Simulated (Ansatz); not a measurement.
Crystal: Hf2Pd2Se2Br2O3.

```
Hf Pd Se Br O
1.0
     5.76070    0.00000    0.00000
    -0.52247    5.84720    0.00000
    -1.48845   -0.88663    6.65037
Hf Pd Se Br O
2 2 2 2 3
Direct
  0.74540 0.39602 0.34989
  0.28763 0.45322 0.59401
  0.90854 0.13294 0.84849
  0.25249 0.90323 0.35874
  0.63469 0.40355 0.93716
  0.62597 0.78174 0.53023
  0.85273 0.99089 0.15355
  0.22526 0.82084 0.86223
  0.96040 0.28925 0.59026
  0.43233 0.24524 0.40864
  0.07457 0.58308 0.36682
```

The cell was built by a generator and needn't be a form met in nature.

Base run:

```yaml
Program: Ansatz 0.2.0
Functional: PBE
Potentials_or_basis: Ansatz PAW
Cutoff: "420 eV (not typed: the program's choice for these potentials)"
k_mesh: 5 × 5 × 4
Occupations: fermi-dirac, width 0.05 eV
Spin: no spin polarisation
```

Its results: band gap on the k mesh 0.22 eV, indirect (least direct gap 0.47 eV); pressure 0.0 GPa; largest force 0.008 eV/Å.

**Question.** After a change of settings the same cell gave: band gap on the k mesh 0.24 eV, indirect (least direct gap 0.49 eV); pressure 4.2 GPa; largest force 0.261 eV/Å. Which change was it?
A. potentials or basis from Ansatz PAW to SPMS NC; cutoff from 420 eV (not typed: the program's choice for these potentials) to 1034 eV (not typed: the program's choice for these potentials); valence electrons from 152 to 124
B. potentials or basis from Ansatz PAW to Ansatz NC; cutoff from 420 eV (not typed: the program's choice for these potentials) to 1240 eV (not typed: the program's choice for these potentials)
C. functional from PBE to BLYP
D. functional from PBE to B3LYP; k mesh from 5 × 5 × 4 to 2 × 2 × 2

**Answer.** C.

BLYP binds less tightly than PBE, so the same cell stands under more pressure.

Caveats: spin-orbit coupling is left out, which moves the levels of the heavy elements; the PAW data sets come from PBE, with cores solved anew for the run's functional, which leaves a small shift of forces and pressure (some runs).
